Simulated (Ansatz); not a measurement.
# GeH3O2 (SMILES [O][GeH2][OH]) at UHF/STO-3G

What is the electronic atomisation energy of GeH3O2 at UHF/STO-3G? 

The calculation is run with Ansatz 0.2.0.

55 further runs of the same task are left out: 55 set aside as unsound or not needed. Runs told in other sessions of the task aren't counted.

## 1. The structure to begin with

GeH3O2: 6 atoms, total charge 0, spin state doublet. SMILES: `[O][GeH2][OH]`. Geometry: relaxed at PBE0-D4/def2-TZVP. This is one conformer, not always the lowest.

Bond lengths: O1–Ge2 1.790 Å, Ge2–O3 1.768 Å, Ge2–H4 1.539 Å, Ge2–H5 1.528 Å, O3–H6 0.960 Å. Angles: O1–Ge2–O3 111.6°, O1–Ge2–H4 102.2°, O1–Ge2–H5 109.7°, O3–Ge2–H4 112.1°, O3–Ge2–H5 104.9°, Ge2–O3–H6 113.3°, H4–Ge2–H5 116.5°.

## 2. A single-point energy at UHF/STO-3G

Input file molecule.yaml:

```yaml
basis:
  gaussian: {orbitals: STO-3G}
crystal:
  periodic: [false, false, false]
  atoms:
    - {symbol: O, position_ang: [-1.694000, -0.455900, 0.556900]}
    - {symbol: Ge, position_ang: [-0.249900, 0.168600, -0.295800]}
    - {symbol: O, position_ang: [1.186300, 0.124100, 0.735000]}
    - {symbol: H, position_ang: [-0.134800, -0.795800, -1.489800]}
    - {symbol: H, position_ang: [-0.447300, 1.647000, -0.628900]}
    - {symbol: H, position_ang: [1.381600, -0.751900, 1.076400]}
magnetization: {spin_polarized: true, initial_magnetization: 1}
hamiltonian: {xc: hf}
accuracy: high
output: {orbitals: {seedname: orbitals}}
```

Run with:

```
$ ansatz run molecule.yaml --threads 1 --pin off --max-ram 2610MiB --events-out events.jsonl --progress --plain --runs-dir runs
```

The program printed:

```text
Warning: RAYON_NUM_THREADS=1 ignored (pool sized by the plan → 1); use --threads N
Functional definition: HF
  name "HF"
  exchange = exact_x
  correlation = 0
515 factors; integrals over basis functions are off by at most 3.3e-9 eV
mean field evaluation 1: about -59891.1511 eV, gradient 2.2e1 eV
mean field evaluation 2: about -59891.2188 eV, gradient 2.2e1 eV
mean field evaluation 4: about -59896.9231 eV, gradient 2.2e0 eV
mean field evaluation 8: about -59897.0129 eV, gradient 9.9e-3 eV
mean field evaluation 16: about -59896.9425 eV, gradient 7.1e-1 eV
mean field evaluation 32: about -59896.8201 eV, gradient 2.2e0 eV
mean field evaluation 64: about -59894.8054 eV, gradient 6.8e0 eV
mean field evaluation 96: about -59897.0096 eV, gradient 6.8e-3 eV
mean field -59897.00968891 eV, -2201.1745064162 hartree, gradient 2.6e-8 eV, S^2 0.757236; 3 other end points of the search recorded, 0 dependent functions left out
reference -59897.00968891 eV, -2201.1745064162 hartree; 26, 25 occupied and 5, 6 virtual orbitals, 515 factors
Total energy: -59897.00968891 eV, -2201.1745064162 hartree
```

Wall time 0.3 s (1 thread of AMD EPYC 9R45 (Zen 5), shared host).

## 3. The Ge atom, same level

Input file run.yaml:

```yaml
crystal:
  periodic: [false, false, false]
  atoms:
    - {symbol: Ge, position_ang: [0.000000, 0.000000, 0.000000]}
basis:
  gaussian:
    orbitals: STO-3G
magnetization:
  spin_polarized: true
  initial_magnetization: 2
hamiltonian:
  xc: hf
accuracy: high
```

Run the same way, it converges to -2051.63626 Eh (log not shown).

## 4. The H atom, same level

Input file in.yaml:

```yaml
crystal:
  periodic: [false, false, false]
  atoms:
    - {symbol: H, position_ang: [0.000000, 0.000000, 0.000000]}
basis:
  gaussian:
    orbitals: STO-3G
magnetization:
  spin_polarized: true
  initial_magnetization: 1
hamiltonian:
  xc: hf
accuracy: high
```

Run the same way, it converges to -0.46658 Eh (log not shown).

## 5. The O atom

Input file input.yaml:

```yaml
crystal:
  periodic: [false, false, false]
  atoms:
    - {symbol: O, position_ang: [0.000000, 0.000000, 0.000000]}
basis:
  gaussian: {orbitals: STO-3G}
magnetization: {spin_polarized: true, initial_magnetization: 2}
hamiltonian: {xc: hf}
accuracy: high
```

Run the same way, it converges to -73.80415 Eh (log not shown).

## 6. Results

Level: UHF/STO-3G.

| quantity | value |
| --- | --- |
| molecule: total energy | -2201.17451 Eh |
| molecule: HOMO energy (highest over α and β) | -8.82 eV |
| molecule: LUMO energy (lowest over α and β) | 9.42 eV |
| molecule: ⟨S²⟩ | 0.757 |
| Ge atom: total energy | -2051.63626 Eh |
| Ge atom: ⟨S²⟩ | 2.000 |
| H atom: total energy | -0.46658 Eh |
| H atom: ⟨S²⟩ | 0.750 |
| O atom: total energy | -73.80415 Eh |
| O atom: ⟨S²⟩ | 2.000 |
| electronic atomisation energy | 14.427 eV |

In words: Taking the molecule apart into free atoms costs 14.43 eV (333 kcal/mol), before zero-point energy and without spin-orbit coupling. Hartree–Fock lacks the correlation of the bonding pairs, which as a rule makes this value much too low; in minimal bases other errors can mask that. In a minimal basis such a difference can be off by several eV, whatever the method.
